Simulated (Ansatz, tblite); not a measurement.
# The cluster Ti₂Te₃: one state, many levels

How do method and basis change the picture of the cluster Ti₂Te₃ (singlet)?

Computed with Ansatz 0.2.0, Gaussian basis. Level: as each input shows.

Levels to be run: GFN1-xTB, GFN2-xTB, PBE-D4/def2-TZVP, r2SCAN-D4/def2-TZVP, HSE06-D4/def2-TZVP, r2SCANh-D4/def2-TZVP, PBE-D4/def2-SVP, PBE0-D4/def2-SVP, PBE0-D4/def2-TZVPD, PBE-D4/def2-TZVPD, r2SCAN-D4/def2-TZVPD, CCSD(T)/def2-SVP, MP2/def2-TZVP, RPA/def2-TZVP.

7 further runs of the same task are left out: 7 set aside as unsound or not needed. Runs told in other sessions of the task aren't counted.

## Step 1: The geometry

The geometry is that of the singlet, from an earlier relaxation (PBE-D4/def2-SVP). At that level it is the lowest of the isomers that a small search found.

5 atoms, charge 0, spin multiplicity 1.

Bond lengths: Ti1–Te3 2.646 Å, Ti1–Te4 2.646 Å, Ti1–Te5 2.646 Å, Ti2–Te3 2.646 Å, Ti2–Te4 2.646 Å, Ti2–Te5 2.646 Å. Angles: Te3–Ti1–Te4 101.2°, Te3–Ti1–Te5 101.3°, Te4–Ti1–Te5 101.3°, Te3–Ti2–Te4 101.2°, Te3–Ti2–Te5 101.3°, Te4–Ti2–Te5 101.3°, Ti1–Te3–Ti2 53.6°, Ti1–Te4–Ti2 53.6°, Ti1–Te5–Ti2 53.6°.

Te takes a core potential in the def2 sets. No spin-orbit coupling is included.

PBE0-D4/def2-TZVP was run before; its log isn't repeated, and its numbers join the tables.

## Step 2: GFN1-xTB

Tight binding, by tblite at 300 K electronic temperature and without a spin-polarisation term:

```python
tblite.interface.Calculator('GFN1-xTB', numbers, positions, charge=0, uhf=0).singlepoint()
```

Energy -380.8650 eV, HOMO -9.55 eV, LUMO -9.17 eV; 0.008 s.

## Step 3: GFN2-xTB

Tight binding, by tblite at 300 K electronic temperature and without a spin-polarisation term:

```python
tblite.interface.Calculator('GFN2-xTB', numbers, positions, charge=0, uhf=0).singlepoint()
```

Energy -338.3109 eV, HOMO -8.98 eV, LUMO -8.74 eV; 0.008 s.

## Step 4: PBE-D4/def2-TZVP

start.molden holds the orbitals of an earlier run on this state, given as this run's starting guess.

Input file in.yaml:

```yaml
crystal:
  periodic: [false, false, false]
  atoms:
    - {symbol: Ti, position_ang: [-1.104401, 0.397969, -0.212466]}
    - {symbol: Ti, position_ang: [1.104385, -0.398031, 0.212442]}
    - {symbol: Te, position_ang: [0.893163, 1.923437, -1.039791]}
    - {symbol: Te, position_ang: [-0.442754, 0.009775, 2.320014]}
    - {symbol: Te, position_ang: [-0.450393, -1.933150, -1.280200]}
basis:
  gaussian: {orbitals: def2-TZVP, initial_orbitals: start.molden}
hamiltonian: {xc: pbe, dispersion: d4}
scf: {omitted_lower_state_checks: [starts]}
output: {forces: true, orbitals: {seedname: orbitals}}
```

Started as:

```console
$ ansatz run in.yaml --threads 4 --pin off --events-out ev --progress --plain --max-ram 4787MiB
```

After this run come: r2SCAN-D4/def2-TZVP; HSE06-D4/def2-TZVP; r2SCANh-D4/def2-TZVP; PBE-D4/def2-SVP; PBE0-D4/def2-SVP; PBE0-D4/def2-TZVPD; PBE-D4/def2-TZVPD; r2SCAN-D4/def2-TZVPD; CCSD(T)/def2-SVP; MP2/def2-TZVP; RPA/def2-TZVP.

Q: Predict the results of all the runs planned. Wanted: gap in def2-TZVP, named functionals, smallest and largest; correlation energy, CCSD(T)/def2-SVP; correlation energy, MP2/def2-TZVP; binding an atom, functionals in def2-TZVP; PBE0 total energy, smallest basis above largest.

**Answer**, as computed:

| quantity | value |
| --- | --- |
| gap in def2-TZVP, named functionals, smallest and largest | 0.97 eV (PBE-D4), 2.46 eV (PBE0-D4) |
| correlation energy, CCSD(T)/def2-SVP | -29.54 eV |
| correlation energy, MP2/def2-TZVP | -61.49 eV |
| binding an atom, functionals in def2-TZVP | 3.03 (PBE0-D4) to 3.03 eV (HSE06-D4) |
| PBE0 total energy, smallest basis above largest | 6.67 eV (def2-SVP, def2-TZVPD) |

What this shows: Orbital gaps of the named functionals in def2-TZVP span 0.97 eV (PBE-D4) to 2.46 eV (PBE0-D4); exact exchange widens it. Notes on CCSD(T)/def2-SVP and its Hartree-Fock reference, which MP2 shares: restricted state is unstable towards broken spin symmetry.
